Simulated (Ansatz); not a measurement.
# C₆H₁₃N: a ladder of functionals and wavefunction methods

How much do the methods differ for C₆H₁₃N? The plan is to run it at one geometry with functionals of several rungs and with coupled cluster, and see how far each lands from CCSD(T) at the basis-set limit for the atomisation energy.

The runs use Ansatz 0.2.0, Gaussian basis; functionals in def2-TZVPP, the program's frozen cores in correlated methods.

The runs, in order: PBE-D4, r2SCAN-D4, PBE0-D4, B3LYP-D4, ωB97X-V, ωB97M-V, B2PLYP; CCSD(T)/def2-TZVPP; MP2/def2-QZVPP; extrapolation to the limit.

## 1. The geometry

All runs share one geometry, relaxed beforehand with PBE0-D4 in a triple-zeta def2 set.

SMILES `C1CCCNCC1`, 20 atoms, charge 0, spin multiplicity 1.

Atoms are counted from 1 here; the program's logs count them from 0.

Bond lengths: C1–C2 1.526 Å, C1–C7 1.524 Å, C1–H8 1.094 Å, C1–H9 1.098 Å, C2–C3 1.522 Å, C2–H10 1.095 Å, C2–H11 1.097 Å, C3–C4 1.527 Å, C3–H12 1.096 Å, C3–H13 1.098 Å, C4–N5 1.449 Å, C4–H14 1.096 Å, C4–H15 1.096 Å, N5–C6 1.449 Å, N5–H16 1.010 Å, C6–C7 1.533 Å, C6–H17 1.094 Å, C6–H18 1.097 Å and more. Angles: C2–C1–C7 113.2°, C2–C1–H8 108.0°, C2–C1–H9 110.2°, C7–C1–H8 108.9°, C7–C1–H9 110.3°, H8–C1–H9 105.9°, C1–C2–C3 115.9°, C1–C2–H10 109.3°, C1–C2–H11 107.9°, C3–C2–H10 108.5°, C3–C2–H11 109.0°, H10–C2–H11 105.9°, C2–C3–C4 115.8°, C2–C3–H12 108.9°, C2–C3–H13 109.4°, C4–C3–H12 109.1°, C4–C3–H13 107.5°, H12–C3–H13 105.7° and more.

## 2. PBE-D4 (GGA)

File in.yaml:

```yaml
crystal:
  periodic: [false, false, false]
  atoms:
    - {symbol: C, position_ang: [0.215356, 0.541609, 1.373238]}
    - {symbol: C, position_ang: [1.247096, 0.947218, 0.325063]}
    - {symbol: C, position_ang: [0.746052, 1.010743, -1.110503]}
    - {symbol: C, position_ang: [0.011170, -0.228710, -1.614398]}
    - {symbol: N, position_ang: [-1.286423, -0.449438, -1.008592]}
    - {symbol: C, position_ang: [-1.325961, -1.188036, 0.237688]}
    - {symbol: C, position_ang: [-0.215423, -0.916237, 1.259024]}
    - {symbol: H, position_ang: [0.654764, 0.704729, 2.362169]}
    - {symbol: H, position_ang: [-0.659561, 1.202150, 1.319405]}
    - {symbol: H, position_ang: [1.666278, 1.923709, 0.589937]}
    - {symbol: H, position_ang: [2.081293, 0.236283, 0.381078]}
    - {symbol: H, position_ang: [1.594304, 1.218048, -1.773426]}
    - {symbol: H, position_ang: [0.065208, 1.865591, -1.221270]}
    - {symbol: H, position_ang: [0.621609, -1.125870, -1.463113]}
    - {symbol: H, position_ang: [-0.121142, -0.134324, -2.698555]}
    - {symbol: H, position_ang: [-1.772465, 0.431230, -0.914432]}
    - {symbol: H, position_ang: [-2.295591, -0.972548, 0.696734]}
    - {symbol: H, position_ang: [-1.333062, -2.262762, 0.016333]}
    - {symbol: H, position_ang: [0.667847, -1.516998, 1.013534]}
    - {symbol: H, position_ang: [-0.561341, -1.286387, 2.230096]}
basis:
  gaussian: {orbitals: def2-TZVPP}
hamiltonian: {xc: pbe, dispersion: d4}
output: {forces: true, orbitals: {seedname: orbitals}}
```

Command:

```sh
ansatz run in.yaml --threads 2 --pin off --events-out ev --progress --plain --max-ram 32768MiB --backend cuda --devices 0, --max-vram 18GiB
```

After this run come: r2SCAN-D4 (meta-GGA); PBE0-D4 (hybrid); B3LYP-D4 (hybrid); ωB97X-V (range-separated); ωB97M-V (range-separated); B2PLYP (double hybrid); CCSD(T) in def2-TZVPP; MP2 in def2-QZVPP.

Before running them: what should the planned runs give, taken together? Wanted: atomisation energy, CCSD(T)/CBS; farthest; mean size of error, hybrid; mean size of error, range-separated; gap, smallest and largest; T1 diagnostic; triples share of the correlation energy.

**Answer**, as computed:

| quantity | value |
| --- | --- |
| atomisation energy, CCSD(T)/CBS | 8029.1 kJ/mol |
| functionals within 40.1 kJ/mol (0.5 %) | r2SCAN-D4, B3LYP-D4, ωB97X-V, ωB97M-V |
| farthest | PBE-D4 (+184.6 kJ/mol) |
| mean size of error, hybrid | 49.5 kJ/mol |
| mean size of error, range-separated | 32.2 kJ/mol |
| gap, smallest and largest | 4.96 eV (PBE-D4), 11.44 eV (ωB97X-V) |
| T1 diagnostic | 0.0093 |
| triples share of the correlation energy | 3.9 % |

PBE-D4 is off by +184.6 kJ/mol. Double hybrids carry the basis error of their MP2 part in triple zeta, and no dispersion term here, so their miss is partly the set-up's. The reference freezes the cores and leaves out relativity and excitations past (T), so misses under about 40.1 kJ/mol can't be ranked. Hartree-Fock recovers 74 % of the binding; the rest is correlation. The gap grows from 5.0 to 11.4 eV across the functionals, mostly with the share of exact exchange.
